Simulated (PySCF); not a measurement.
# C5H15NSn (SnHMe2(NMeEt)): the cost of one run

Programs: PySCF 2.14.0, with density-fitted response routines of our own. Each step states its level of theory. These are calculated values for one molecule in the gas phase, unless marked as measured. Atoms count from 0, in the outputs and in this text.

**1. The starting structure**

22 atoms, charge 0, multiplicity 1; geometry from: GFN2-xTB. The atoms were then displaced at random by about 0.03 Å, so the start is not that level's minimum.

Bonds of the start (Å): Sn0–H1 1.68, Sn0–C2 2.08, Sn0–C6 2.28, Sn0–N10 2.03, C2–H3 1.08, C2–H4 1.12, C2–H5 1.13, C6–H7 1.11, C6–H8 1.14, C6–H9 1.06, N10–C11 1.44, N10–C12 1.43, C11–H14 1.13, C11–H15 1.13, C11–H16 1.11, C12–C13 1.48, C12–H17 1.10, C12–H18 1.15, C13–H19 1.09, C13–H20 1.07, C13–H21 1.12.

**2. Optimising the geometry at PBE0-D3(BJ)/def2-SVP**

What the job is given:

```
{"job": {"xc": "PBE0", "basis": "def2-SVP", "d3": "d3bj", "grid": 1, "maxiter": 40, "shake": 0.03, "kind": "geom"}, "charge": 0, "multiplicity": 1}
Sn     0.924620     0.769900     0.550570
H      0.890910     0.751850     2.227640
C      2.813170     0.903070    -0.314580
H      2.935260     1.084870    -1.370060
H      3.374850    -0.047110    -0.129900
H      3.425290     1.730150     0.159750
C     -0.316900     2.543210    -0.165960
H      0.234350     3.490480    -0.002400
H     -1.308430     2.606070     0.398120
H     -0.522220     2.434190    -1.203460
N      0.132440    -1.029750     0.039470
C     -0.064850    -1.244130    -1.371020
C     -0.886720    -1.642190     0.838000
C     -2.276580    -1.121630     0.823870
H     -0.146940    -2.354540    -1.573350
H     -1.011670    -0.753170    -1.739230
H      0.754190    -0.812180    -1.976320
H     -0.836770    -2.718230     0.616860
H     -0.442750    -1.614180     1.900330
H     -2.933760    -1.645620     1.519800
H     -2.281370    -0.070890     1.036510
H     -2.620160    -1.305210    -0.221640
```

Run with:

```bash
> OMP_NUM_THREADS=1 python probes_run.py task.json out
```

The driver reads the jobs from task.json and runs them one after another.

Q: Estimate the wall time and peak memory of this first job on 1 thread of Arm Neoverse V1, shared host.

About 4.4 min, with a peak of 0.85 GiB.
